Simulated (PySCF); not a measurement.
**A gas-phase reaction: ClH3Si + CO2 → CH3ClO2Si**

Aim: the reaction energy of `[SiH3]Cl` + `O=C=O` → `O=CO[SiH2]Cl`.

Programs: PySCF 2.14.0. All values are calculated, for the isolated system unless a continuum is named. Atoms count from 0, parts from 1.

## 1. The system as given

Each species was relaxed by itself at PBE0-D3(BJ)/def2-SVPD.

## 2. Energies of the species: wB97M-D3(BJ)/def2-TZVPD

What the job is given:

```
{"job": {"kind": "react", "xc": "wB97M-D3(BJ)", "basis": "def2-TZVPD"}, "charge": 0, "multiplicity": 1}
-1 ClH3Si charge 0 multiplicity 1
Si     0.039950    -0.045500    -0.102130
Cl    -1.892730    -0.558960     0.480490
H     -0.019080     0.445470    -1.504260
H      0.888660    -1.262080    -0.000960
H      0.528240     1.019630     0.813130

-1 CO2 charge 0 multiplicity 1
O     -1.133290    -0.215900    -0.000630
C      0.007310    -0.006060     0.001520
O      1.147900     0.203790     0.003670

+1 CH3ClO2Si charge 0 multiplicity 1
O      1.326760    -0.963260     0.259390
C      1.342850     0.232180     0.119160
O      0.243330     0.972350     0.057100
Si    -1.223800     0.075920     0.187700
Cl    -2.676680     1.531170     0.029150
H      2.263130     0.838520     0.029220
H     -1.354600    -0.846970    -0.959290
H     -1.316560    -0.542480     1.527070
```

With the program's defaults for keys left out, this is: wB97M-D3(BJ)/def2-TZVPD reaction energy of separated species, gas phase.

The run is started by

```bash
OMP_NUM_THREADS=1 python cluster_run.py task.json out
```

One launch serves the whole session: the jobs run in the order shown.

Output:

```text
species 1 (ClH3Si)
coarse grid: 20144 points
cycle   1  E = -751.6190599317  dE = -1.336e-01  |g| = 2.750e-01  |ddm| = 1.536e+00
cycle   2  E = -751.6337853034  dE = -1.473e-02  |g| = 2.068e-01  |ddm| = 4.376e-01
cycle   3  E = -751.6434859118  dE = -9.701e-03  |g| = 1.659e-02  |ddm| = 1.789e-01
cycle   4  E = -751.6435645148  dE = -7.860e-05  |g| = 4.469e-03  |ddm| = 2.230e-02
cycle   5  E = -751.6435742099  dE = -9.695e-06  |g| = 1.072e-03  |ddm| = 9.622e-03
final grid: 39792 points
cycle   6  E = -751.6435052459  dE = -3.445e-07  |g| = 6.141e-04  |ddm| = 2.237e-03
cycle   7  E = -751.6435053043  dE = -5.839e-08  |g| = 4.030e-04  |ddm| = 8.975e-04
cycle   8  E = -751.6435053318  dE = -2.751e-08  |g| = 4.094e-05  |ddm| = 3.642e-04
cycle   9  E = -751.6435053330  dE = -1.241e-09  |g| = 1.659e-05  |ddm| = 7.701e-05
cycle  10  E = -751.6435053332  dE = -1.340e-10  |g| = 2.472e-06  |ddm| = 3.108e-05
converged SCF energy = -751.6435053332

species 2 (CO2)
coarse grid: 15544 points
cycle   1  E = -188.5651196868  dE =  6.317e-01  |g| = 8.901e-01  |ddm| = 1.626e+00
cycle   2  E = -188.5091228878  dE =  5.600e-02  |g| = 1.144e+00  |ddm| = 1.002e+00
cycle   3  E = -188.7157493834  dE = -2.066e-01  |g| = 3.926e-02  |ddm| = 4.979e-01
cycle   4  E = -188.7160320610  dE = -2.827e-04  |g| = 1.227e-02  |ddm| = 4.081e-02
cycle   5  E = -188.7160669325  dE = -3.487e-05  |g| = 2.647e-03  |ddm| = 8.069e-03
cycle   6  E = -188.7160692085  dE = -2.276e-06  |g| = 4.308e-04  |ddm| = 2.752e-03
final grid: 33624 points
cycle   7  E = -188.7160591785  dE = -9.958e-08  |g| = 1.919e-04  |ddm| = 8.207e-04
cycle   8  E = -188.7160591880  dE = -9.541e-09  |g| = 1.460e-04  |ddm| = 1.933e-04
cycle   9  E = -188.7160591912  dE = -3.116e-09  |g| = 4.223e-05  |ddm| = 8.211e-05
cycle  10  E = -188.7160591917  dE = -5.086e-10  |g| = 2.166e-05  |ddm| = 3.648e-05
converged SCF energy = -188.7160591917

species 3 (CH3ClO2Si)
coarse grid: 35688 points
cycle   1  E = -940.1925082141  dE =  7.495e-01  |g| = 9.770e-01  |ddm| = 2.273e+00
cycle   2  E = -940.1340400586  dE =  5.847e-02  |g| = 1.226e+00  |ddm| = 1.232e+00
cycle   3  E = -940.3807590977  dE = -2.467e-01  |g| = 1.304e-01  |ddm| = 5.883e-01
cycle   4  E = -940.3833226775  dE = -2.564e-03  |g| = 6.362e-02  |ddm| = 1.010e-01
cycle   5  E = -940.3840029580  dE = -6.803e-04  |g| = 1.340e-02  |ddm| = 4.272e-02
cycle   6  E = -940.3840466850  dE = -4.373e-05  |g| = 4.301e-03  |ddm| = 1.239e-02
cycle   7  E = -940.3840530437  dE = -6.359e-06  |g| = 9.994e-04  |ddm| = 5.606e-03
final grid: 73416 points
cycle   8  E = -940.3839924228  dE = -6.355e-07  |g| = 5.569e-04  |ddm| = 3.916e-03
cycle   9  E = -940.3839925140  dE = -9.123e-08  |g| = 6.442e-04  |ddm| = 9.062e-04
cycle  10  E = -940.3839925844  dE = -7.043e-08  |g| = 1.239e-04  |ddm| = 3.350e-04
cycle  11  E = -940.3839925978  dE = -1.339e-08  |g| = 1.003e-04  |ddm| = 2.530e-04
cycle  12  E = -940.3839926009  dE = -3.085e-09  |g| = 2.185e-05  |ddm| = 1.314e-04
cycle  13  E = -940.3839926010  dE = -9.959e-11  |g| = 4.830e-06  |ddm| = 1.710e-05
converged SCF energy = -940.3839926010

Reaction energy = -17.356 kcal/mol
```

Run time: 25 s. Hardware: 1 thread of Arm Neoverse V1, shared host; peak memory 0.78 GiB.

Species by species (with the dispersion term, which the log's SCF energies lack):

| ν | species | energy (Eh) | HOMO (eV) |
| --- | --- | --- | --- |
| -1 | [SiH3]Cl | -751.64737 | -11.36 |
| -1 | O=C=O | -188.71759 | -13.16 |
| +1 | O=CO[SiH2]Cl | -940.39261 | -11.31 |

## 3. Reaction energy: PBE0-D3(BJ)/def2-TZVPD

The job, as its differences from that of step 2:

```diff
@@ -1,2 +1,2 @@
-{"job": {"kind": "react", "xc": "wB97M-D3(BJ)", "basis": "def2-TZVPD"}, "charge": 0, "multiplicity": 1}
+{"job": {"kind": "react", "xc": "PBE0", "basis": "def2-TZVPD", "disp": "d3bj"}, "charge": 0, "multiplicity": 1}
 -1 ClH3Si charge 0 multiplicity 1
```

Level: PBE0-D3(BJ)/def2-TZVPD reaction energy of separated species, gas phase.

Output:

```text
species 1 (ClH3Si)
coarse grid: 5112 points
cycle   1  E = -751.2657056165  dE = -1.059e-01  |g| = 2.254e-01  |ddm| = 1.494e+00
cycle   2  E = -751.2633915173  dE =  2.314e-03  |g| = 2.472e-01  |ddm| = 4.298e-01
cycle   3  E = -751.2788740821  dE = -1.548e-02  |g| = 2.271e-02  |ddm| = 2.171e-01
cycle   4  E = -751.2789508579  dE = -7.678e-05  |g| = 5.741e-03  |ddm| = 1.335e-02
cycle   5  E = -751.2789578026  dE = -6.945e-06  |g| = 1.809e-03  |ddm| = 5.405e-03
final grid: 39792 points
cycle   6  E = -751.2792419422  dE = -7.848e-06  |g| = 3.003e-03  |ddm| = 1.419e-02
cycle   7  E = -751.2792414052  dE =  5.370e-07  |g| = 3.041e-03  |ddm| = 4.135e-03
cycle   8  E = -751.2792435589  dE = -2.154e-06  |g| = 2.235e-04  |ddm| = 2.422e-03
cycle   9  E = -751.2792435750  dE = -1.612e-08  |g| = 2.281e-05  |ddm| = 2.048e-04
cycle  10  E = -751.2792435751  dE = -1.339e-10  |g| = 1.067e-05  |ddm| = 2.989e-05
converged SCF energy = -751.2792435751

species 2 (CO2)
coarse grid: 3264 points
cycle   1  E = -188.3416495632  dE =  6.362e-01  |g| = 8.423e-01  |ddm| = 1.642e+00
cycle   2  E = -188.1013827725  dE =  2.403e-01  |g| = 1.474e+00  |ddm| = 1.073e+00
cycle   3  E = -188.4667821415  dE = -3.654e-01  |g| = 2.695e-02  |ddm| = 6.462e-01
cycle   4  E = -188.4668821510  dE = -1.000e-04  |g| = 1.108e-02  |ddm| = 2.900e-02
cycle   5  E = -188.4669058846  dE = -2.373e-05  |g| = 1.801e-03  |ddm| = 7.476e-03
cycle   6  E = -188.4669063537  dE = -4.691e-07  |g| = 2.202e-04  |ddm| = 1.167e-03
final grid: 33624 points
cycle   7  E = -188.4672289931  dE = -4.520e-06  |g| = 1.019e-02  |ddm| = 3.475e-02
cycle   8  E = -188.4671986490  dE =  3.034e-05  |g| = 1.692e-02  |ddm| = 1.056e-02
cycle   9  E = -188.4672453360  dE = -4.669e-05  |g| = 4.007e-04  |ddm| = 7.083e-03
cycle  10  E = -188.4672453644  dE = -2.841e-08  |g| = 1.295e-04  |ddm| = 2.956e-04
cycle  11  E = -188.4672453651  dE = -7.198e-10  |g| = 1.135e-04  |ddm| = 1.039e-04
cycle  12  E = -188.4672453675  dE = -2.339e-09  |g| = 2.470e-06  |ddm| = 5.174e-05
cycle  13  E = -188.4672453675  dE = -1.563e-12  |g| = 4.242e-07  |ddm| = 2.479e-06
converged SCF energy = -188.4672453675

species 3 (CH3ClO2Si)
coarse grid: 8368 points
cycle   1  E = -939.6174434306  dE =  6.978e-01  |g| = 9.222e-01  |ddm| = 2.277e+00
cycle   2  E = -939.2810798408  dE =  3.364e-01  |g| = 1.635e+00  |ddm| = 1.340e+00
cycle   3  E = -939.7605393185  dE = -4.795e-01  |g| = 2.634e-01  |ddm| = 8.359e-01
cycle   4  E = -939.7720545746  dE = -1.152e-02  |g| = 8.888e-02  |ddm| = 1.790e-01
cycle   5  E = -939.7733278719  dE = -1.273e-03  |g| = 1.923e-02  |ddm| = 4.949e-02
cycle   6  E = -939.7734026347  dE = -7.476e-05  |g| = 4.701e-03  |ddm| = 1.765e-02
cycle   7  E = -939.7734071788  dE = -4.544e-06  |g| = 1.112e-03  |ddm| = 3.819e-03
final grid: 73416 points
cycle   8  E = -939.7723806903  dE = -1.794e-05  |g| = 1.013e-02  |ddm| = 5.453e-02
cycle   9  E = -939.7723501437  dE =  3.055e-05  |g| = 1.657e-02  |ddm| = 1.203e-02
cycle  10  E = -939.7723964276  dE = -4.628e-05  |g| = 1.934e-03  |ddm| = 7.688e-03
cycle  11  E = -939.7723970490  dE = -6.214e-07  |g| = 5.066e-04  |ddm| = 1.156e-03
cycle  12  E = -939.7723970926  dE = -4.356e-08  |g| = 7.903e-05  |ddm| = 2.906e-04
cycle  13  E = -939.7723970938  dE = -1.211e-09  |g| = 2.328e-05  |ddm| = 8.424e-05
cycle  14  E = -939.7723970939  dE = -1.421e-10  |g| = 4.746e-06  |ddm| = 2.252e-05
converged SCF energy = -939.7723970939

Reaction energy = -17.770 kcal/mol
```

Run time: 12 s. Hardware: 1 thread of Arm Neoverse V1, shared host; peak memory 0.66 GiB.

Reaction energy at this level: -17.77 kcal/mol.

## 4. Comparing the runs

Energies in kcal/mol, with wall time:

| run | reaction | time |
| --- | --- | --- |
| wB97M-D3(BJ)/def2-TZVPD | -17.36 | 25 s |
| PBE0-D3(BJ)/def2-TZVPD | -17.77 | 12 s |

## 5. Results

| quantity | value |
| --- | --- |
| reaction energy (wB97M-D3(BJ)/def2-TZVPD) | -17.36 kcal/mol |
| ΔH, ΔG at 298 K (xTB thermal terms) | -15.2, -6.0 kcal/mol |
| range of the reaction energy over the runs of this table | -17.77 to -17.36 kcal/mol |

**Reading.** The reaction is exothermic by 15.2 kcal/mol in the gas phase; dispersion gives -2.03, and xTB itself gave -9.12 for the electronic energy (xTB energies and thermal terms come from the earlier relaxation of each species, not shown). No barrier was sought. The reaction energy runs from -17.77 (PBE0-D3(BJ)/def2-TZVPD) to -17.36 kcal/mol (wB97M-D3(BJ)/def2-TZVPD).
